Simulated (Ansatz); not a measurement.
Consider cell relaxations under several functionals of ZnS, space group P6_3mc (Ansatz's Python interface).

`zns_lattice.py`:
```python
# -*- coding: utf-8 -*-
"""How the lattice of ZnS depends on the functional."""

import ansatz as az
import numpy as np

CUTOFF = 510
SCF_TOL = 1e-09
MESH = (6, 6, 4)
FILLING = "fixed"

def edges_and_angles(cell):
    cell = np.asarray(cell)
    a, b, c = np.linalg.norm(cell, axis=1)
    cosines = cell[1] @ cell[2] / (b * c), cell[0] @ cell[2] / (a * c), cell[0] @ cell[1] / (a * b)
    return (a, b, c, *np.degrees(np.arccos(cosines)))

xtal = (
    az.Lattice.of([3.811, 0.0, 0.0], [-1.9055, 3.30042281, 0.0], [0.0, 0.0, 6.234])
    .atom("Zn", [1 / 3, 2 / 3, 0.0])
    .atom("Zn", [2 / 3, 1 / 3, 0.5])
    .atom("S", [1 / 3, 2 / 3, 0.385])
    .atom("S", [2 / 3, 1 / 3, 0.885])
)

base = xtal.calculation()
base = base.basis(CUTOFF).scf(tolerance=SCF_TOL)
base = base.kpoints(*MESH)
base = base.occupations(FILLING)
base = base.relax(cell=True)

levels = [("rpbe", "none"), ("pbe", "d3bj"), ("r2scan", "d4"), ("pbe", "none")]
print("level            a       b       c    alpha   beta  gamma  V/atom  steps")
for name, dispersion in levels:
    seen = []
    run = base.functional(name, dispersion=dispersion).session().plan()
    out = run.execute(on_event=lambda e: seen.append(e) if e["event"] == "relax_step" else None)
    cell = out.lattice.cell_ang
    label = name if dispersion == "none" else f"{name}+{dispersion}"
    print("{:13s} {:7.4f} {:7.4f} {:7.4f} {:6.2f} {:6.2f} {:6.2f}".format(label, *edges_and_angles(cell)), f"{abs(np.linalg.det(cell)) / len(out.lattice.sites):7.3f} {len(seen):5d}")
```

Rank the levels of theory by the volume of the relaxed cell.

From smallest to largest: r2SCAN+D4 (19.37 Å³ an atom, -1.2 % against the start), PBE+D3BJ (19.43 Å³ an atom, -0.9 % against the start), PBE (20.19 Å³ an atom, +3.0 % against the start) and RPBE (20.95 Å³ an atom, +6.9 % against the start). The spread is 8.2 % in volume.

The output:

Running `python zns_lattice.py` prints:
```text
level            a       b       c    alpha   beta  gamma  V/atom  steps
DeckWarning: relax.cell: scf.convergence.dr2_threshold = 1e-9 eV is looser than the 4e-10 eV advised for a relaxation that steers and ends on the stress (1e-10 eV for each atom of the cell: 4). What an SCF threshold leaves in a stress goes as its square root, [...]
rpbe           3.8953  3.8953  6.3785  90.00  90.00 120.00  20.954     5
pbe+d3bj       3.7944  3.7944  6.2342  90.00  90.00 120.00  19.433     5
r2scan+d4      3.7914  3.7914  6.2230  90.00  90.00 120.00  19.367     5
pbe            3.8461  3.8461  6.3027  90.00  90.00 120.00  20.186     5
```
(Warnings from the package without file and line, shortened.)

The structure is a deposited one; some such entries were measured under pressure or heat, so a shift against it needn't be the functional's error alone. Hardware and time: 89 s on 1 thread of Intel(R) Xeon(R) Processor @ 2.30GHz (shared host), peak memory 0.72 GiB.
